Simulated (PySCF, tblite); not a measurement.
# C₆H₁₁O radical: geometry, infrared bands and EPR parameters

What infrared bands and EPR parameters should C₆H₁₁O radical (`[CH2]C[C@H]1CCCO1`) show?

Programs: tblite 0.8.0 and PySCF 2.14.0, with density-fitted response routines of our own. Each step states its level of theory. These are calculated values for one molecule in the gas phase, unless marked as measured. Atoms are numbered from 0 throughout.

### 1 The molecule as given

18 atoms, charge 0, multiplicity 2; geometry from: force field or distance geometry start.

Bonds of the start (Å): C0–C1 1.51, C1–C2 1.49, C2–C3 1.52, C3–C4 1.52, C4–C5 1.54, C5–O6 1.40, O6–C2 1.38, C0–H7 1.12, C0–H8 1.11, C1–H9 1.10, C1–H10 1.11, C2–H11 1.10, C3–H12 1.12, C3–H13 1.08, C4–H14 1.10, C4–H15 1.10, C5–H16 1.08, C5–H17 1.12.

### 2 Optimising the geometry with GFN2-xTB

The job: settings as JSON, then the geometry in Å.

```
{"job": {"kind": "relax", "xc": "GFN2-xTB", "basis": "xTB"}, "charge": 0, "multiplicity": 2}
C      2.437600    -0.468700     0.766300
C      1.631300    -0.175700    -0.476400
C      0.196400    -0.482300    -0.190900
C     -0.380800     0.363700     0.925700
C     -1.849700     0.057400     0.709400
C     -1.839400     0.313700    -0.814100
O     -0.642300    -0.262000    -1.266500
H      2.269900     0.381200     1.473600
H      3.511900    -0.631900     0.554800
H      1.776900     0.846200    -0.859800
H      1.955200    -0.919500    -1.240300
H      0.101000    -1.538500     0.115700
H     -0.038500     0.028200     1.936600
H     -0.161000     1.401100     0.705100
H     -2.539400     0.723500     1.242100
H     -2.030100    -1.023100     0.834000
H     -2.728900    -0.028200    -1.317100
H     -1.678800     1.421200    -0.904200
```

The run is started by

```sh
> OMP_NUM_THREADS=1 python probes_run.py task.json out
```

One launch serves the whole session: the jobs run in the order shown.

Log:

```text
step      E/eV     max force
  0    -609.82942    2.829
  1    -610.12394    1.780
  2    -610.24518    0.914
  3    -610.33722    0.658
  4    -610.39993    0.561
  5    -610.42677    0.624
  6    -610.44563    0.514
  7    -610.46759    0.310
  8    -610.48393    0.255
  9    -610.49596    0.218
 10    -610.50571    0.223
 11    -610.51472    0.236
 12    -610.52297    0.195
 13    -610.53080    0.215
 14    -610.53876    0.226
 15    -610.54718    0.283
 16    -610.55409    0.186
 17    -610.55843    0.145
 18    -610.56168    0.119
 19    -610.56559    0.209
 20    -610.57074    0.232
 21    -610.57659    0.159
 22    -610.58140    0.135
 23    -610.58480    0.142
 24    -610.58811    0.150
 25    -610.59103    0.117
 26    -610.59302    0.094
 27    -610.59461    0.089
 28    -610.59628    0.099
 29    -610.59799    0.105
 30    -610.59956    0.087
 31    -610.60079    0.097
 32    -610.60187    0.110
 33    -610.60312    0.099
 34    -610.60441    0.081
 35    -610.60548    0.086
 36    -610.60633    0.064
 37    -610.60708    0.065
 38    -610.60775    0.053
 39    -610.60833    0.064
 40    -610.60895    0.063
 41    -610.60976    0.065
 42    -610.61082    0.088
 43    -610.61200    0.092
 44    -610.61316    0.089
 45    -610.61445    0.091
 46    -610.61611    0.100
 47    -610.61826    0.139
 48    -610.62059    0.162
 49    -610.62323    0.109
 50    -610.62542    0.107
 51    -610.62716    0.091
 52    -610.62821    0.090
 53    -610.62919    0.072
 54    -610.62998    0.062
 55    -610.63089    0.084
 56    -610.63165    0.073
 57    -610.63228    0.065
 58    -610.63273    0.055
 59    -610.63316    0.071
 60    -610.63378    0.080
 61    -610.63458    0.075
 62    -610.63521    0.063
 63    -610.63587    0.077
 64    -610.63677    0.123
 65    -610.63796    0.119
 66    -610.63931    0.119
 67    -610.64045    0.081
 68    -610.64150    0.071
 69    -610.64232    0.089
 70    -610.64320    0.080
 71    -610.64371    0.066
 72    -610.64406    0.036
 73    -610.64431    0.038
 74    -610.64457    0.035
 75    -610.64474    0.032
 76    -610.64491    0.032
 77    -610.64505    0.034
 78    -610.64515    0.029
 79    -610.64523    0.020
 80    -610.64530    0.031
 81    -610.64539    0.023
 82    -610.64550    0.026
 83    -610.64560    0.039
 84    -610.64575    0.046
 85    -610.64593    0.042
 86    -610.64614    0.035
 87    -610.64638    0.037
 88    -610.64666    0.041
 89    -610.64703    0.045
 90    -610.64754    0.046
 91    -610.64812    0.054
 92    -610.64866    0.058
 93    -610.64910    0.053
 94    -610.64947    0.037
 95    -610.64975    0.033
 96    -610.64989    0.027
 97    -610.64995    0.039
 98    -610.65001    0.015
 99    -610.65005    0.011
100    -610.65009    0.010
101    -610.65013    0.013
102    -610.65016    0.012
103    -610.65018    0.009
```

Run time: 1.6 s. Hardware: 1 thread of Intel Xeon at 2.50GHz, shared host.

Along the way: (not every step is listed)

| step | energy from step 0 (eV) | largest force (eV/Å) |
| --- | --- | --- |
| 0 | 0.0000 | 2.8286 |
| 1 | -0.2945 | 1.7797 |
| 2 | -0.4158 | 0.9136 |
| 3 | -0.5078 | 0.6575 |
| 4 | -0.5705 | 0.5608 |
| 5 | -0.5974 | 0.6238 |
| 6 | -0.6162 | 0.5144 |
| 7 | -0.6382 | 0.3099 |
| 8 | -0.6545 | 0.2550 |
| 17 | -0.7290 | 0.1449 |
| 26 | -0.7636 | 0.0942 |
| 35 | -0.7761 | 0.0856 |
| 44 | -0.7837 | 0.0894 |
| 53 | -0.7998 | 0.0724 |
| 62 | -0.8058 | 0.0626 |
| 71 | -0.8143 | 0.0661 |
| 80 | -0.8159 | 0.0307 |
| 89 | -0.8176 | 0.0446 |
| 98 | -0.8206 | 0.0146 |
| 99 | -0.8206 | 0.0110 |
| 100 | -0.8207 | 0.0100 |
| 101 | -0.8207 | 0.0126 |
| 102 | -0.8207 | 0.0119 |
| 103 | -0.8208 | 0.0095 |

Distances of close pairs at the start and the end, largest changes first:

| bond | before (Å) | after (Å) | change (Å) |
| --- | --- | --- | --- |
| C1–C2 | 1.495 | 1.563 | +0.068 |
| C0–H7 | 1.118 | 1.073 | -0.046 |
| C0–C1 | 1.510 | 1.465 | -0.045 |
| C2–O6 | 1.382 | 1.416 | +0.035 |
| C0–H8 | 1.107 | 1.073 | -0.034 |
| C3–H12 | 1.119 | 1.088 | -0.031 |
| C2–C3 | 1.515 | 1.541 | +0.026 |
| C5–H17 | 1.123 | 1.100 | -0.022 |

The end geometry stands in the next job.

### 3 Infrared spectrum with GFN2-xTB

The job: settings as JSON, then the geometry in Å.

```
{"job": {"kind": "ir", "xc": "GFN2-xTB", "basis": "xTB"}, "charge": 0, "multiplicity": 2}
C      2.599338    -0.061043     0.512285
C      1.562159     0.004648    -0.519947
C      0.227201    -0.672933    -0.071261
C     -0.433594     0.068152     1.106997
C     -1.883712     0.242900     0.653074
C     -1.719430     0.262823    -0.865429
O     -0.706846    -0.682311    -1.135847
H      2.733794     0.738056     1.214920
H      3.125341    -0.979637     0.685787
H      1.332251     1.038864    -0.784751
H      1.876082    -0.529066    -1.421328
H      0.443285    -1.719386     0.173295
H     -0.347789    -0.492760     2.034785
H      0.039882     1.039965     1.246895
H     -2.346618     1.148612     1.037921
H     -2.483432    -0.618373     0.948509
H     -2.611771    -0.044746    -1.411902
H     -1.414901     1.262553    -1.209938
```

Log:

```text
mode    cm-1     km/mol
  1      52.0      1.11
  2      99.4      0.75
  3     132.4      1.47
  4     195.8      0.07
  5     249.9      2.82
  6     394.2     19.93
  7     423.1      2.11
  8     516.7     54.04
  9     595.0      1.73
 10     676.3      5.32
 11     804.3      2.34
 12     856.5      2.00
 13     869.2      3.08
 14     910.3      2.81
 15     968.9     47.77
 16     981.2     10.30
 17    1003.9     34.06
 18    1020.0     14.08
 19    1084.6     13.26
 20    1093.5     99.49
 21    1124.9      0.99
 22    1146.4      1.56
 23    1167.4      3.18
 24    1176.3     11.12
 25    1204.8      7.13
 26    1218.8      1.86
 27    1254.7      4.47
 28    1269.2      3.43
 29    1292.9      2.27
 30    1298.7     12.35
 31    1309.0     21.51
 32    1311.4      8.54
 33    1407.1      2.90
 34    1470.6      0.66
 35    1475.1      1.44
 36    1482.3      0.29
 37    1493.8      1.03
 38    2859.7     59.35
 39    2907.4     38.25
 40    2949.0     23.89
 41    2971.6     36.08
 42    2987.4     27.04
 43    2991.4      5.78
 44    3004.2     69.15
 45    3023.9     39.20
 46    3026.2     35.17
 47    3132.6     22.91
 48    3171.6     40.35
```

Wall time 1.5 s (1 thread of Intel Xeon at 2.50GHz, shared host).

Which atoms move in the most intense modes:

| cm⁻¹ | km/mol | atoms |
| --- | --- | --- |
| 517 | 54.0 | C0 31 %, H8 29 %, H7 20 % |
| 969 | 47.8 | C2 27 %, C5 23 %, O6 23 % |
| 1094 | 99.5 | O6 30 %, C2 25 %, C5 20 % |
| 2860 | 59.4 | H17 92 % |
| 2907 | 38.2 | H11 92 % |
| 3004 | 69.2 | H15 54 %, H13 35 % |
| 3024 | 39.2 | H14 48 %, H12 45 % |
| 3172 | 40.4 | H8 47 %, H7 43 %, C0 10 % |

### 4 EPR parameters: B3LYP/pcH-1

Same as in step 3 but for these lines:

```diff
@@ -1,2 +1,2 @@
-{"job": {"kind": "ir", "xc": "GFN2-xTB", "basis": "xTB"}, "charge": 0, "multiplicity": 2}
+{"job": {"kind": "epr", "basis": "pcH-1"}, "charge": 0, "multiplicity": 2}
 C      2.599338    -0.061043     0.512285
```

Method: UKS B3LYP, pcH-1 on C H O, non-relativistic, mean-field spin-orbit, GIAO.

Log:

```text
UKS, coarse grid
  cycle   1  E = -310.34568017  |g| = 4.72e-01
  cycle   2  E = -310.25424175  |g| = 6.98e-01
  cycle   3  E = -310.43309877  |g| = 9.37e-02
  cycle   4  E = -310.43604905  |g| = 3.75e-02
  cycle   5  E = -310.43670906  |g| = 6.45e-03
  cycle   6  E = -310.43673078  |g| = 1.86e-03
  cycle   7  E = -310.43673360  |g| = 1.11e-03
  cycle   8  E = -310.43673434  |g| = 2.38e-04
UKS, final grid
  cycle   1  E = -310.43673425  |g| = 2.56e-04
  cycle   2  E = -310.43673423  |g| = 3.29e-04
  cycle   3  E = -310.43673429  |g| = 2.29e-05
  cycle   4  E = -310.43673429  |g| = 1.47e-05
E = -310.43673429 Eh   <S^2> = 0.7537 (exact 0.7500)
g shifts (ppm)      1          2          3
  rmc          -144       -144       -144
  gc              8         31         28
  oz_so         -26        562        743
  total        -161        450        628
hyperfine (MHz)  atom isotope    a_iso     a_fc   dipolar eigenvalues
    0   13C      95.53      95.53    -80.01    -79.20    159.21
    1   13C     -33.83     -33.83     -2.54      0.43      2.11
    2   13C      96.18      96.18     -7.03     -6.76     13.79
    3   13C      -2.06      -2.06     -1.03      0.14      0.89
    4   13C       0.03       0.03     -0.29     -0.22      0.51
    5   13C       0.85       0.85     -0.35     -0.31      0.67
    6   17O      -2.65      -2.65     -5.71      2.55      3.16
    7    1H     -61.84     -61.84    -38.84      0.03     38.81
    8    1H     -61.39     -61.39    -38.64     -0.17     38.81
    9    1H      22.13      22.13     -4.67     -4.23      8.89
   10    1H      61.09      61.09     -4.77     -4.43      9.20
   11    1H      -5.41      -5.41     -5.32     -1.96      7.28
   12    1H       5.35       5.35     -2.46     -1.70      4.16
   13    1H      -0.06      -0.06     -3.06     -2.73      5.79
   14    1H       0.02       0.02     -0.66     -0.60      1.26
   15    1H       0.10       0.10     -0.76     -0.60      1.37
   16    1H       3.36       3.36     -0.63     -0.56      1.19
   17    1H       0.76       0.76     -1.00     -0.78      1.78
```

It took 2.8 min on 1 thread of Intel Xeon at 2.50GHz, shared host; peak memory 1 GiB.

Principal g values 2.00216, 2.00277, 2.00295; g(iso) = 2.00262, against 2.00232 for a free electron.

Mean a(iso) over the nuclei that a row names, and the largest dipolar term of the row (other rows stand at the frozen geometry):

| nuclei | isotope | a(iso) (MHz) | a(iso) (G, at g = 2.0023) | largest dipolar term (MHz) |
| --- | --- | --- | --- | --- |
| C2 | 13C | 96.2 | 34.3 | 13.8 |
| C0 | 13C | 95.5 | 34.1 | 159.2 |
| H7, H8 | 1H | -61.6 | -22.0 | -38.8 |
| H10 | 1H | 61.1 | 21.8 | 9.2 |
| C1 | 13C | -33.8 | -12.1 | -2.5 |
| H9 | 1H | 22.1 | 7.9 | 8.9 |
| H11 | 1H | -5.4 | -1.9 | 7.3 |
| H12 | 1H | 5.3 | 1.9 | 4.2 |
| H16 | 1H | 3.4 | 1.2 | 1.2 |
| O6 | 17O | -2.6 | -0.9 | -5.7 |
| C3 | 13C | -2.1 | -0.7 | -1.0 |
| C5 | 13C | 0.9 | 0.3 | 0.7 |
| H17 | 1H | 0.8 | 0.3 | 1.8 |
| H15 | 1H | 0.1 | 0.0 | 1.4 |

Mulliken spin populations:

C0 1.07; C1 -0.09; C2 0.06; C3 0.00; C4 0.00; C5 0.00; O6 0.01; H7 -0.05; H8 -0.05; H9 0.01; H10 0.02; H11 0.00; H12 0.00; H13 0.00; H14 0.00; H15 0.00; H16 0.00; H17 0.00

In first order the couplings over 0.8 MHz of 1H give 96 distinct lines over 78.7 G, if the averaged nuclei exchange fast.

The fields below are evaluated on a grid from the run's orbitals.

ELF in a plane through or near 7 of the atoms.

Ten even steps from '0' (0.00) to '9' (1.00):
```
0000000000000000000000000000
0000000000000000000000000000
0000000000000000000000000000
0000000000000221000000000000
0000000000002675100000000000
0000000000004887200000000000
0000001232004787423320000000
0000012565003511764641000000
0000245676103413954552000000
0001478237314885741431000000
0002578468687551179720000000
0001466575378442431664100000
0000222157354246722999820000
0000000289950167646999940000
0000000599950267312799810000
0000000499930023100266200000
0000000045400000000000000000
0000000000000000000000000000
0000000000000000000000000000
0000000000000000000000000000
```
The map spans 11.7 Å across and 9.0 Å up, centred on the molecule. Atoms in the plane (x, y in Å): C0 (-2.6, 0.2), C1 (-1.5, -0.7), C3 (0.4, 1.0), C4 (1.9, 0.7), C5 (1.8, -0.9), H10 (-1.8, -1.7), H16 (2.7, -1.4).

On the surface of density 0.002 e/bohr³ the electrostatic potential runs, from the 1st to the 99th percentile, from -1.58 V near O6 to 0.71 V near H14.

The spin density lies nearest to C0 64 %; H7, H8 about 9 % each.

### 5 Results

```
                                 quantity                 value
strongest single infrared mode (GFN2-xTB)  1094 cm⁻¹, 99 km/mol
             zero-point energy (GFN2-xTB)         97.3 kcal/mol
                           g(iso) (B3LYP)               2.00262
                                     ⟨S²⟩    0.754 (exact 0.75)
       largest a(iso) (averaged by class)   13C on C2, 96.2 MHz
    surface potential, 1st and 99th percentile    -1.58 V and 0.71 V
```

In words: Relaxing lowered the energy by 0.821 eV in 103 steps; the close pair that moved most is C1–C2, from 1.495 to 1.563 Å. No mode is imaginary among the 48: a minimum at this level. The strongest single mode, at 1094 cm⁻¹, is spread over several atoms, O6, C2, C5 among them. Unscaled tight-binding wavenumbers are off by several per cent, some by more. Its intensities can rank the bands wrongly. C0 carries the largest spin population, 1.07 e. The isotropic g lies 0.3 ppt above the free-electron value.
